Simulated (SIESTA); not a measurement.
HPbNO4:

```
H Pb N O
1.0
     4.27531   -0.00040    0.00636
    -2.08399    5.20775   -0.04907
    -2.12377   -1.86574    4.91491
H Pb N O
1 1 1 4
Direct
  0.99073 0.03330 0.90994
  0.50274 0.81989 0.14287
  0.00838 0.47408 0.50265
  0.99816 0.92741 0.02877
  0.19467 0.73435 0.60852
  0.81673 0.35882 0.24556
  0.01381 0.33121 0.65217
```

The cell was built by a generator and needn't be a form met in nature.

Base run:

| Property | Result |
| --- | --- |
| Program | SIESTA 5.4.2 |
| Functional | PBE |
| Potentials or basis | PseudoDojo 0.4 standard (PBE files) |
| Basis | DZP (energy shift 0.003 Ry; two zetas on semicore shells) |
| Grid cutoff | 800 Ry |
| Energy shift | 0.003 Ry |
| k mesh | 8 × 6 × 6 |
| Occupations | fermi-dirac, width 0.05 eV |
| Spin | no spin polarisation |

Its results: band gap on the k mesh 2.80 eV, indirect (least direct gap 3.15 eV); pressure 2.7 GPa; largest force 1.284 eV/Å.

After a change of settings the same cell gave: band gap on the k mesh 2.81 eV, indirect (least direct gap 3.15 eV); pressure 4.6 GPa; largest force 1.333 eV/Å. Which change was it?
A. functional from PBE to LDA; potentials or basis from PseudoDojo 0.4 standard (PBE files) to PseudoDojo 0.4 standard (LDA files)
B. basis from DZP (energy shift 0.003 Ry; two zetas on semicore shells) to SZP (energy shift 0.003 Ry)
C. functional from PBE to RPBE
D. functional from PBE to PBEsol; potentials or basis from PseudoDojo 0.4 standard (PBE files) to PseudoDojo 0.4 standard (PBEsol files)

C.

RPBE binds less tightly than PBE, so the same cell stands under more pressure.

Caveats: spin-orbit coupling is left out, which as a rule narrows the gap of such compounds by several tenths of an eV; the basis of atomic orbitals isn't converged, which shifts pressures, moduli and gaps; forces of over 1 eV/Å show positions far from the minimum, so gaps and moduli don't describe the material at rest (some runs); the potentials were made for another functional, which shifts forces and pressure (some runs).
